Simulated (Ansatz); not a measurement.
# Cd2Te3: the cost of one run

Program: Ansatz 0.2.0. Level of theory: DFT PBE, scalar-relativistic, plane waves, PAW. These are calculated values, not measurements.

**1. The system as given**

Symmetry: Pm-3m, No. 221, cubic system. The conventional cell has a = 5.550 Å, b = 5.550 Å, c = 5.550 Å, α = 90.00°, β = 90.00°, γ = 90.00°. Cd (site symmetry m-3m) is surrounded by 12 Te at 3.92 Å. Cd (site symmetry m-3m) is surrounded by 6 Te at 2.78 Å. Around Te (site symmetry 4/mmm) lie 6 Cd at 2.78 to 3.92 Å.

Structure file:

```
CELL_PARAMETERS angstrom
5.55006 0.00000 0.00000
0.00000 5.55006 0.00000
0.00000 0.00000 5.55006
ATOMIC_POSITIONS crystal
Cd 0.50000 0.50000 0.50000
Cd 0.00000 0.00000 0.00000
Te 0.50000 0.00000 0.00000
Te 0.00000 0.50000 0.00000
Te 0.00000 0.00000 0.50000
```

The cell is invented: random cell by space group and Wyckoff sites (Pm-3m, No. 221). The dimensions are guesses.

**2. The guess as it stands, on a coarse mesh**

Input file input.yaml:

```yaml
crystal:
  lattice:
    - [5.55006457, 0.0, 0.0]
    - [0.0, 5.55006457, 0.0]
    - [0.0, 0.0, 5.55006457]
  atoms:
    - { symbol: Cd, position: [0.5, 0.5, 0.5] }
    - { symbol: Cd, position: [0.0, 0.0, 0.0] }
    - { symbol: Te, position: [0.5, 0.0, 0.0] }
    - { symbol: Te, position: [0.0, 0.5, 0.0] }
    - { symbol: Te, position: [0.0, 0.0, 0.5] }
basis:
  ecutwfc: 420
kpoints:
  mp_grid: { grid: [4, 4, 4] }
hamiltonian:
  xc: pbe
scf:
  occupations: { method: gaussian, width: 0.1 }
  lower_state_search: "off"
output:
  forces: true
  stress: true
  eigenvalues: true
```

Launch:

```console
$ ansatz run input.yaml --threads 1 --pin off --max-ram 2560MiB --backend cpu --events-out ev --progress --plain --runs-dir out
```

**Question.** How long does this run take on 1 thread of Arm Neoverse V1, shared host, and how much memory does it need?

About 5.9 s, with a peak of 0.42 GiB.
